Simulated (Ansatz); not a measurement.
# GeF₂ (SMILES [F][Ge][F]): functionals against CCSD(T) at one geometry

One table from this session's results is given with a row withheld; the runs are named, their logs left out.

Method: single points in def2-TZVPP; program: Ansatz 0.2.0, Gaussian basis.

Correlated methods freeze the cores. Filled d shells of the heavier atoms are correlated.

### The system as given

SMILES `[F][Ge][F]`, 3 atoms, charge 0, spin multiplicity 1.

Atoms are counted from 1 here; the program's logs count them from 0.

Bond lengths: F1–Ge2 1.794 Å, Ge2–F3 1.732 Å. Angles: F1–Ge2–F3 92.2°.

As a file:

```
F    -0.7408   -1.0289   -0.4962
Ge    0.6434   -0.2677    0.3548
F     0.0106    1.3235    0.0978
```

Set-up of the first run:

File run/in.yaml:

```yaml
crystal:
  periodic: [false, false, false]
  atoms:
    - {symbol: F, position_ang: [-0.740800, -1.028900, -0.496200]}
    - {symbol: Ge, position_ang: [0.643400, -0.267700, 0.354800]}
    - {symbol: F, position_ang: [0.010600, 1.323500, 0.097800]}
basis:
  gaussian: {orbitals: def2-TZVPP}
correlation: {method: ccsd_t}
output: {forces: true}
```

The command line of these runs was not kept.

Steps of the session up to this table: CCSD(T)/def2-TZVPP; PBE0-D4/def2-TZVPP; wB97M-V/def2-TZVPP; r2SCAN-D4/def2-TZVPP; PBE-D4/def2-TZVPP; B97M-V/def2-TZVPP; r2SCANh-D4/def2-TZVPP.

One table of the session follows, with a row left open; its other results are not shown here.

| method | RMS force component (eV/Å) | angle to CCSD(T) forces (°) | dipole (D) |
| --- | --- | --- | --- |
| CCSD(T) | 0.686 | reference | 2.86 |
| PBE0-D4 | 0.612 | 6.8 | 2.88 |
| wB97M-V | 0.593 | 10.2 | 2.96 |
| r2SCAN-D4 | 0.594 | 8.4 | 2.71 |
| PBE-D4 | 0.524 | 53.5 | 2.67 |
| B97M-V | 0.633 | 2.3 | 2.76 |
| r2SCANh-D4 | ? | ? | ? |

Estimate the missing values for r2SCANh-D4.

As computed: RMS force component (eV/Å): 0.664; angle to CCSD(T) forces (°): 1.8; dipole (D): 2.80. In the column «RMS force component (eV/Å)» it lies between B97M-V (0.633) and CCSD(T) (0.686).
